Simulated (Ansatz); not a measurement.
# Ga₂H₄O: basis-set convergence

One table from this session's results is given with a row withheld; the runs are named, their logs left out.

The runs use Ansatz 0.2.0, Gaussian basis; one geometry, several basis sets.

Levels to be run: PBE0-D4/def2-SVP; ωB97M-V/def2-SVP; PBE0-D4/def2-QZVPP; ωB97M-V/def2-QZVPP; the functionals' def2-TZVPP values are taken from earlier runs.

## Structure used throughout

The geometry comes from an earlier relaxation with PBE0-D4 in a triple-zeta def2 set; it is a stationary point, not always the lowest conformer.

7 atoms, charge 0, spin multiplicity 1.

Atoms are counted from 1 here; the program's logs count them from 0.

Bond lengths: O1–Ga2 1.800 Å, O1–H4 0.960 Å, Ga2–Ga3 2.462 Å, Ga2–H5 1.580 Å, Ga3–H6 1.575 Å, Ga3–H7 1.575 Å. Angles: Ga2–O1–H4 113.9°, O1–Ga2–Ga3 112.4°, O1–Ga2–H5 114.6°, Ga3–Ga2–H5 133.0°, Ga2–Ga3–H6 121.5°, Ga2–Ga3–H7 121.6°, H6–Ga3–H7 116.9°.

Set-up of the first run:

Contents of in.yaml:

```yaml
crystal:
  periodic: [false, false, false]
  atoms:
    - {symbol: O, position_ang: [-1.816238, -0.845654, -0.177444]}
    - {symbol: Ga, position_ang: [-0.505853, 0.303095, -0.628862]}
    - {symbol: Ga, position_ang: [1.479916, 0.072921, 0.807388]}
    - {symbol: H, position_ang: [-2.602321, -0.773548, -0.723106]}
    - {symbol: H, position_ang: [-0.848481, 1.245356, -1.849469]}
    - {symbol: H, position_ang: [2.653657, -0.910145, 0.438389]}
    - {symbol: H, position_ang: [1.639330, 0.907985, 2.133114]}
basis:
  gaussian: {orbitals: def2-SVP}
hamiltonian: {xc: pbe0, dispersion: d4}
output: {orbitals: {seedname: orbitals}}
```

Command:

```sh
$ ansatz run in.yaml --threads 2 --pin off --events-out ev --progress --plain --max-ram 4352MiB
```

Among the steps run: PBE0-D4 in def2-SVP; ωB97M-V in def2-SVP; PBE0-D4 in def2-QZVPP; ωB97M-V in def2-QZVPP.

One of the session's tables, all rows but one given; the rest of the session is left out.

It belongs to the step «Functionals by basis». 

```
functional       basis  HOMO (eV)  LUMO (eV)
   PBE0-D4    def2-SVP      -7.18      -2.07
   PBE0-D4  def2-TZVPP      -7.24      -2.13
   PBE0-D4  def2-QZVPP      -7.25      -2.15
   ωB97M-V    def2-SVP      -9.16      -0.31
   ωB97M-V  def2-TZVPP      -9.26      -0.41
   ωB97M-V  def2-QZVPP          ?          ?
```

Estimate the missing values for ωB97M-V, def2-QZVPP.

As computed: HOMO (eV): -9.28; LUMO (eV): -0.52. In the column «HOMO (eV)» it is the lowest.
